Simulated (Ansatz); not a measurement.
**YbMg2Bi2 (P-3m1): equation of state**

One table from this session's results is given with a row withheld; the runs are named, their logs left out.

Method: DFT PBEsol, scalar-relativistic, plane waves, PAW, in Ansatz 0.2.0.

## Starting point

The structure is trigonal, space group P-3m1 (No. 164). Conventional cell: a = 4.730 Å, b = 4.730 Å, c = 7.485 Å, α = 90.00°, β = 90.00°, γ = 120.00°. Yb (site symmetry -3m) has 6 Bi at 3.24 Å as nearest neighbours. Mg (site symmetry 3m) has 4 Bi at 2.91 to 2.98 Å as nearest neighbours. Bi (site symmetry 3m) has 4 Mg at 2.91 to 2.98 Å and 3 Yb at 3.24 Å as nearest neighbours.

Structure file:

```cif
data_structure
_symmetry_space_group_name_H-M 'P-3m1'
_symmetry_Int_Tables_number 164
_cell_length_a 4.7299
_cell_length_b 4.7299
_cell_length_c 7.4845
_cell_angle_alpha 90.000
_cell_angle_beta 90.000
_cell_angle_gamma 120.000
_cell_volume 145.01
loop_
_atom_site_label
_atom_site_type_symbol
_atom_site_symmetry_multiplicity
_atom_site_Wyckoff_symbol
_atom_site_fract_x
_atom_site_fract_y
_atom_site_fract_z
_atom_site_occupancy
Yb1 Yb 1 a 0.00000 0.00000 0.00000 1
Mg1 Mg 2 d 0.66667 0.33333 0.63194 1
Bi1 Bi 2 d 0.66667 0.33333 0.23343 1
```

This cell comes from an earlier session at PBEsol: 29.002 Å³/atom at -0.01 GPa, on a 10×10×6 mesh.

Volume factors to run: 0.980, 1.020, 0.960, 1.040.

Set-up of the first run:

File input.yaml:

```yaml
crystal:
  lattice:
    - [4.6981877948, 0.0, 0.0]
    - [-2.3490938974, 4.0687499821, 0.0]
    - [0.0, 0.0, 7.4342913545]
  atoms:
    - { symbol: Yb, position: [0.0, 0.0, 0.0] }
    - { symbol: Mg, position: [0.6666666667, 0.3333333333, 0.631940396] }
    - { symbol: Mg, position: [0.3333333333, 0.6666666667, 0.368059604] }
    - { symbol: Bi, position: [0.6666666667, 0.3333333333, 0.2334296213] }
    - { symbol: Bi, position: [0.3333333333, 0.6666666667, 0.7665703787] }
basis:
  ecutwfc: 420
  ecutrho_ratio: 4
kpoints:
  mp_grid: { grid: [10, 10, 6] }
hamiltonian:
  xc: pbesol
scf:
  occupations: { method: gaussian, width: 0.05 }
output:
  forces: true
  stress: true
  eigenvalues: true
relax:
  f_tol: 0.01
  max_steps: 40
  cell: { stress_tol: 0.1, fix: [volume] }
```

On the command line:

```console
$ ansatz run input.yaml --threads 4 --pin off --max-ram 10240MiB --backend cpu --events-out ev --progress --plain --runs-dir out
```

Steps of the session up to this table: Volume × 0.980; At 1.020 of the relaxed volume; At 0.960 of the relaxed volume; At 1.040 of the relaxed volume.

One of the session's tables, all rows but one given; the rest of the session is left out.

It belongs to the step «The fit». 

```
volume (Å³/atom)  energy (meV/atom)  pressure (GPa)
          27.842               6.06            1.74
          28.422                  ?               ?
          29.002               0.00           -0.01
          29.583               1.40           -0.76
          30.163               5.36           -1.43
```

**Question.** Estimate the row for volume (Å³/atom) = 28.422.

Worked estimate for «energy (meV/atom)». A straight line through the neighbours (27.842, 6.06) and (29.002, 0.00) gives 6.06 + (0.00 − 6.06) × (28.422 − 27.842) / (29.002 − 27.842) = 3.03; a parabola fitted to 3 rows on both sides gives 1.55.

The run gave: energy (meV/atom): 1.46; pressure (GPa): 0.83. In «energy (meV/atom)» the line misses by +1.57 and the parabola by +0.09.
